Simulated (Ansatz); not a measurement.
# CH6BF2NS: the cost of one run

Method: UHF/6-31G, in Ansatz 0.2.0.

### 1 Starting point

Bond lengths: B1–S2 2.205 Å, B1–F3 1.321 Å, B1–F4 1.326 Å, B1–N6 1.803 Å, N6–C7 1.450 Å, S2–H8 1.328 Å, N6–H9 1.013 Å, C7–H10 1.091 Å, C7–H11 1.087 Å, C7–H12 1.091 Å. Angles (14 of 16 angles, heavy atoms first): S2–B1–F3 113.8°, S2–B1–F4 111.2°, S2–B1–N6 86.9°, F3–B1–F4 118.2°, F3–B1–N6 111.4°, F4–B1–N6 111.2°, B1–N6–C7 119.1°, B1–S2–H8 93.0°, B1–N6–H9 110.0°, C7–N6–H9 112.6°, N6–C7–H10 110.5°, N6–C7–H11 109.1°, N6–C7–H12 110.7°, H10–C7–H11 109.1°.

Structure file:

```xyz
12

B     0.6987   -1.0694    0.4952
S     2.3225    0.4185    0.6090
F     1.0605   -2.2122   -0.0610
F     0.0095   -1.1151    1.6272
H     0.9454    0.8390   -0.4634
N    -0.0878    0.0244   -0.7037
C    -1.4257    0.5162   -0.4374
H     1.7823    1.0295    1.6573
H     0.0068   -0.3597   -1.6368
H    -1.6680    1.3463   -1.1028
H    -1.4809    0.8579    0.5935
H    -2.1633   -0.2754   -0.5771
```

### 2 Run 1

150 steps of 0.5 fs at constant energy, with velocities drawn for 300 K.

Input file input.yaml:

```yaml
crystal:
  periodic: [false, false, false]
  atoms:
    - { symbol: B, position_ang: [0.6987, -1.0694, 0.4952] }
    - { symbol: S, position_ang: [2.3225, 0.4185, 0.609] }
    - { symbol: F, position_ang: [1.0605, -2.2122, -0.061] }
    - { symbol: F, position_ang: [0.0095, -1.1151, 1.6272] }
    - { symbol: H, position_ang: [0.9454, 0.839, -0.4634] }
    - { symbol: "N", position_ang: [-0.0878, 0.0244, -0.7037] }
    - { symbol: C, position_ang: [-1.4257, 0.5162, -0.4374] }
    - { symbol: H, position_ang: [1.7823, 1.0295, 1.6573] }
    - { symbol: H, position_ang: [0.0068, -0.3597, -1.6368] }
    - { symbol: H, position_ang: [-1.668, 1.3463, -1.1028] }
    - { symbol: H, position_ang: [-1.4809, 0.8579, 0.5935] }
    - { symbol: H, position_ang: [-2.1633, -0.2754, -0.5771] }
magnetization:
  spin_polarized: true
basis:
  gaussian: { orbitals: "6-31G" }
hamiltonian:
  xc: hf
md:
  timestep: 0.5
  n_steps: 150
  ensemble: nve
  temperature: 300.0
  initial_velocities: maxwell_boltzmann
  seed: 961478
```

Run with:

```console
ansatz run input.yaml --threads 1 --pin off --max-ram 2048MiB --backend cpu --events-out ev --progress --plain --runs-dir out
```

What time and memory should one allow on 1 thread of Intel Xeon 6975P-C (Granite Rapids), shared host?

About 4 min, with a peak of 0.2 GiB.
